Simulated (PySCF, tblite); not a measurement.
**C₇H₇ClO₃: geometry, infrared bands and NMR shifts**

Aim: predict the infrared bands and NMR shifts of C₇H₇ClO₃ (`COc1oc(C(=O)Cl)cc1C`).

Programs: tblite 0.8.0 and PySCF 2.14.0, with density-fitted response routines of our own. Each step states its level of theory. These are calculated values for one molecule in the gas phase, unless marked as measured. Atoms are numbered from 0 throughout.

## 1. Starting geometry

18 atoms, charge 0, multiplicity 1; geometry from: force field or distance geometry start.

Bonds of the start (Å): C0–O1 1.41, O1–C2 1.40, C2–O3 1.32, O3–C4 1.32, C4–C5 1.46, C5–O6 1.26, C5–Cl7 1.77, C4–C8 1.38, C8–C9 1.40, C9–C10 1.49, C9–C2 1.37, C0–H11 1.14, C0–H12 1.11, C0–H13 1.12, C8–H14 1.08, C10–H15 1.10, C10–H16 1.11, C10–H17 1.10.

## 2. Relaxing the molecule with GFN2-xTB

Job settings and geometry (Å):

```
{"job": {"kind": "relax", "xc": "GFN2-xTB", "basis": "xTB"}, "charge": 0, "multiplicity": 1}
C     -2.655600     1.186600    -0.470900
O     -1.910900     0.059700    -0.083500
C     -0.514900     0.069400    -0.031000
O      0.283400     1.079100    -0.343500
C      1.536400     0.704200    -0.166700
C      2.751400     1.479000    -0.390200
O      3.912400     1.021600    -0.202400
Cl     2.547700     3.146700    -0.934700
C      1.560600    -0.612000     0.258100
C      0.225400    -1.019200     0.352000
C     -0.296100    -2.352400     0.765100
H     -3.738900     0.894300    -0.653400
H     -2.579200     2.036400     0.240300
H     -2.283800     1.477900    -1.482800
H      2.442000    -1.201600     0.485100
H     -0.477200    -2.949900    -0.134800
H      0.429300    -2.809400     1.475500
H     -1.240900    -2.204100     1.306200
```

Run with:

```bash
> OMP_NUM_THREADS=1 python probes_run.py task.json out
```

This one command runs all jobs of the session in turn.

**Question.** This job is followed by: GFN2-xTB harmonic vibrations, gas phase; GIAO PBE0/pcSseg-1 NMR shielding, non-relativistic, gas phase. What will the session give for the following? strongest single infrared mode (GFN2-xTB); zero-point energy (GFN2-xTB); ¹³C shifts against TMS (PBE0/pcSseg-1); ¹H shifts against TMS (PBE0/pcSseg-1, means over atoms taken as alike); ¹⁷O shifts against H2O (PBE0/pcSseg-1); ³⁵Cl shifts against HCl (PBE0/pcSseg-1); surface potential, 1st and 99th percentile.

**Answer**, as computed:

| quantity | value |
| --- | --- |
| strongest single infrared mode (GFN2-xTB) | 1785 cm⁻¹, 626 km/mol |
| zero-point energy (GFN2-xTB) | 79.5 kcal/mol |
| ¹³C shifts against TMS (PBE0/pcSseg-1) | 168.6, 160.0, 138.9, 136.1, 107.1, 57.4, 10.2 ppm |
| ¹H shifts against TMS (PBE0/pcSseg-1, means over atoms taken as alike) | 7.62, 4.26, 2.17 ppm |
| ¹⁷O shifts against H2O (PBE0/pcSseg-1) | 499.1, 286.6, 109.4 ppm |
| ³⁵Cl shifts against HCl (PBE0/pcSseg-1) | 402 ppm |
| surface potential, 1st and 99th percentile | -1.63 V and 1.29 V |

**Reading.** Relaxing lowered the energy by 0.628 eV in 54 steps; the close pair that moved most is O1–C2, from 1.397 to 1.328 Å. The lowest mode is imaginary (22i cm⁻¹), so the xTB geometry is not a minimum. The strongest single mode, at 1785 cm⁻¹, moves mainly C5 and O6. GFN2-xTB is a fitted tight-binding method: band positions and strengths are rough. Its intensities can rank the bands wrongly. NICS(1)zz of -20 ppm above the planar ring from C2 marks a diatropic (aromatic) ring current. By nearest atom (PBE0/pcSseg-1), the HOMO sits on C4 26 %; C2, C9 about 18 % each and the LUMO on C5 23 %; C8 18 %.
